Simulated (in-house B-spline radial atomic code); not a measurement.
# B: other nuclei and constants

Thought experiments on B: change the model or size of the nucleus and the nuclear charge and the speed of light, one thing at a time, and follow the levels.

The numbers are computed with in-house B-spline radial atomic code version 1 (Dirac-Hartree-Fock, average of configuration, Fermi nucleus, basis-set limit), except any that are marked as measured or tabulated.

### 1 The system

| Item | Value |
| --- | --- |
| element | boron (Z = 5) |
| charge | 0 |
| electrons | 5 |
| configuration | [He] 2s2 2p1 |
| Hamiltonian | Dirac-Coulomb |
| nucleus | Fermi, rms radius 2.406 fm |

Outer shells as boxes (Hund's rule):

[He] 2s2 2p1
```
[He] core
2s [↑↓]
2p [↑ ][  ][  ]
```

The boxes draw the filling by Hund's rule, which heavy ions in jj coupling don't follow; these runs average over all states of the configuration.

Settings, as recorded:

```ini
Z = 5
electrons = 5.0
configuration = [He] 2s2 2p1
hamiltonian = dirac
method = hf
spin_polarised = False
nucleus = fermi
rms_radius = 2.406
mass_number = 11
atomic_mass = 11.009305166
speed_of_light = 137.035999084
```

The reference is known from an earlier run: -24.536554 hartree (electron-nucleus part -56.9298, recoil term 0.001202453) in all. Up to eight levels, counted from the top:

```
orbital  occupation  energy (eV)  <r> (bohr)
  1s1/2           2      -209.46      0.3257
  2s1/2           2      -13.467       1.976
  2p1/2    0.333333       -8.430       2.205
  2p3/2    0.666667       -8.428       2.205
```

### 2 Rms radius × 0.98

Settings, as recorded:

```ini
Z = 5
electrons = 5.0
configuration = [He] 2s2 2p1
hamiltonian = dirac
method = hf
spin_polarised = False
nucleus = fermi
rms_radius = 2.3579
mass_number = 11
atomic_mass = 11.009305166
speed_of_light = 137.035999084
```

### 3 Rms radius × 1.02

Changes to the settings of step 2:

```diff
@@ -7,3 +7,3 @@
 nucleus = fermi
-rms_radius = 2.3579
+rms_radius = 2.4541
 mass_number = 11
```

### 4 Speed of light × 0.9

Settings, as recorded:

```ini
Z = 5
electrons = 5.0
configuration = [He] 2s2 2p1
hamiltonian = dirac
method = hf
spin_polarised = False
nucleus = fermi
rms_radius = 2.406
mass_number = 11
atomic_mass = 11.009305166
speed_of_light = 123.3323991756
```

### 5 Speed of light × 1.02

Changes to the settings of step 4:

```diff
@@ -10,2 +10,2 @@
 atomic_mass = 11.009305166
-speed_of_light = 123.3323991756
+speed_of_light = 139.77671906568
```

### 6 Speed of light × 0.98

Changes to the settings of step 5:

```diff
@@ -10,2 +10,2 @@
 atomic_mass = 11.009305166
-speed_of_light = 139.77671906568
+speed_of_light = 134.29527910232
```

### 7 Speed of light × 2

Changes to the settings of step 6:

```diff
@@ -10,2 +10,2 @@
 atomic_mass = 11.009305166
-speed_of_light = 134.29527910232
+speed_of_light = 274.071998168
```

### 8 Speed of light × 100

Changes to the settings of step 7:

```diff
@@ -10,2 +10,2 @@
 atomic_mass = 11.009305166
-speed_of_light = 274.071998168
+speed_of_light = 13703.5999084
```

### 9 Nuclear charge +0.1

Changes to the settings of step 8:

```diff
@@ -1,2 +1,2 @@
-Z = 5
+Z = 5.1
 electrons = 5.0
@@ -10,2 +10,2 @@
 atomic_mass = 11.009305166
-speed_of_light = 13703.5999084
+speed_of_light = 137.035999084
```

### 10 Nuclear charge +0.5

Changes to the settings of step 9:

```diff
@@ -1,2 +1,2 @@
-Z = 5.1
+Z = 5.5
 electrons = 5.0
```

Q: By how much, and in which direction, does each change move the total energy and the levels?

As calculated:

All values are changes from the reference run; energy changes under 6e-07 eV count as noise.

| change | Δ total energy (eV) | Δ 1s1/2 level (eV) | Δ 2p3/2 level (eV) |
| --- | --- | --- | --- |
| rms radius × 0.98 | -1.695e-06 | below noise | below noise |
| rms radius × 1.02 | +1.729e-06 | below noise | below noise |
| speed of light × 0.9 | -0.04788 | -0.01476 | +0.0008639 |
| speed of light × 1.02 | +0.007925 | +0.002443 | -0.000143 |
| speed of light × 0.98 | -0.008415 | -0.002594 | +0.0001518 |
| speed of light × 2 | +0.153 | +0.04716 | -0.002761 |
| speed of light × 100 | +0.2039 | +0.06287 | -0.003681 |
| nuclear charge +0.1 | -31.36 | -10.18 | -1.302 |
| nuclear charge +0.5 | -164.4 | -53.73 | -7.215 |

What this shows: The largest shift, -164.4 eV, belongs to the run "nuclear charge +0.5". With the speed of light a hundred times larger relativity all but vanishes, so that run measures the relativistic lowering of the energy: 0.2039 eV. A radius 2 % larger raises the energy by 1.73e-06 eV, and one 2 % smaller lowers it by 1.69e-06 eV. Adding 0.1 to the nuclear charge changes the energy by -1.1525 hartree; 0.1 times the Hellmann-Feynman slope (electron-nucleus energy over Z) gives -1.1386 hartree to first order.
